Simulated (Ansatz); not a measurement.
# CHFI− (SMILES F[CH-]I): one structure at several levels

The task here is to estimate one member of a computed series from the others.

Program: Ansatz 0.2.0, Gaussian basis. Level of theory: single points in def2-TZVPPD. These are calculated values, not measurements.

Correlated methods freeze the cores. Filled d shells of the heavier atoms are correlated. Core potentials replace the inner electrons past krypton, and spin-orbit coupling is left out. B3LYP uses VWN-RPA correlation.

## The starting structure

SMILES `F[CH-]I`, 4 atoms, charge -1, spin multiplicity 1.

Atoms are counted from 1 here; the program's logs count them from 0.

Bond lengths: C2–I3 2.334 Å, C2–H4 1.229 Å. Angles: I3–C2–H4 104.7°.

Coordinates:

```xyz
4
CHFI
F    -0.08350   -1.12530    0.90070
C     0.47110   -0.31850   -0.25350
I    -1.19530    1.12470   -1.01960
H     1.25700    0.40590    0.35300
```

The first run:

File run/in.yaml:

```yaml
crystal:
  periodic: [false, false, false]
  atoms:
    - {symbol: F, position_ang: [-0.083500, -1.125300, 0.900700]}
    - {symbol: C, position_ang: [0.471100, -0.318500, -0.253500]}
    - {symbol: I, position_ang: [-1.195300, 1.124700, -1.019600]}
    - {symbol: H, position_ang: [1.257000, 0.405900, 0.353000]}
basis:
  gaussian: {orbitals: "def2-TZVPPD.json"}
total_charge: -1
correlation: {method: ccsd_t}
output: {forces: true}
```

The basis file named in the input lies beside it (Basis Set Exchange, JSON).

No record of the launch command was kept for these runs.

Among the steps run: CCSD(T)/def2-TZVPPD; PBE0-D4/def2-TZVPPD; wB97M-V/def2-TZVPPD; r2SCAN-D4/def2-TZVPPD; PBE-D4/def2-TZVPPD; r2SCAN0-D4/def2-TZVPPD; B3LYP-D4/def2-TZVPPD.

One table of the session follows, with a row left open; its other results are not shown here.

```
    method  RMS force component (eV/Å)  angle to CCSD(T) forces (°)
   CCSD(T)                       1.042                    reference
   PBE0-D4                       1.121                          6.4
   wB97M-V                       1.137                          1.9
 r2SCAN-D4                       1.019                          4.7
    PBE-D4                       0.891                          4.7
r2SCAN0-D4                           ?                            ?
  B3LYP-D4                       1.074                          5.3
```

**Question.** Estimate the row for r2SCAN0-D4.

As computed: RMS force component (eV/Å): 1.201; angle to CCSD(T) forces (°): 7.0. In the column «RMS force component (eV/Å)» it is the highest.
